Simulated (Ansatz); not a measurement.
# CH6GaNSi: the cost of one run

All numbers below are computed with Ansatz 0.2.0 (RKS PBE/def2-SVP).

## Step 1: The structure to begin with

Bond lengths: C1–Ga2 1.293 Å, Ga2–N3 1.408 Å, Ga2–Si4 2.520 Å, N3–Si4 1.858 Å, C1–H5 1.098 Å, C1–H6 1.173 Å, C1–H7 1.111 Å, N3–H8 1.082 Å, Si4–H9 1.536 Å, Si4–H10 1.401 Å. Angles (14 of 18 angles, heavy atoms first): C1–Ga2–N3 154.6°, C1–Ga2–Si4 109.4°, N3–Ga2–Si4 46.5°, Ga2–N3–Si4 100.1°, Ga2–Si4–N3 33.4°, Ga2–C1–H5 111.3°, Ga2–C1–H6 129.2°, Ga2–C1–H7 93.2°, Ga2–N3–H8 104.3°, Si4–N3–H8 100.7°, Ga2–Si4–H9 91.9°, Ga2–Si4–H10 88.6°, N3–Si4–H9 105.8°, N3–Si4–H10 110.9°.

As a file:

```xyz
10

C    -0.6538    0.5907   -1.0013
Ga   -0.4388   -0.5695   -0.4733
N    -0.0635   -1.4455    0.5629
Si    0.9670   -0.2998    1.6002
H     0.2060    0.9239   -1.5983
H    -1.1377    1.5446   -0.5209
H    -1.4205    0.1984   -1.7037
H     0.7057   -2.0652    0.1225
H    -0.0144    0.7217    2.1948
H     1.9331    0.3495    0.8201
```

## Step 2: Relaxing the start

Contents of input.yaml:

```yaml
crystal:
  periodic: [false, false, false]
  atoms:
    - { symbol: C, position_ang: [-0.6538, 0.5907, -1.0013] }
    - { symbol: Ga, position_ang: [-0.4388, -0.5695, -0.4733] }
    - { symbol: "N", position_ang: [-0.0635, -1.4455, 0.5629] }
    - { symbol: Si, position_ang: [0.967, -0.2998, 1.6002] }
    - { symbol: H, position_ang: [0.206, 0.9239, -1.5983] }
    - { symbol: H, position_ang: [-1.1377, 1.5446, -0.5209] }
    - { symbol: H, position_ang: [-1.4205, 0.1984, -1.7037] }
    - { symbol: H, position_ang: [0.7057, -2.0652, 0.1225] }
    - { symbol: H, position_ang: [-0.0144, 0.7217, 2.1948] }
    - { symbol: H, position_ang: [1.9331, 0.3495, 0.8201] }
basis:
  gaussian: { orbitals: def2-SVP }
hamiltonian:
  xc: pbe
relax:
  f_tol: 0.02
  max_steps: 40
scf:
  lower_state_search: "off"
```

Command:

```
$ ansatz run input.yaml --threads 4 --pin off --max-ram 5120MiB --backend cpu --events-out ev --progress --plain --runs-dir out
```

**Question.** How long does this run take on 4 threads of Arm Neoverse V1, shared host, and how much memory does it need?

About 26 s, with a peak of 0.15 GiB.
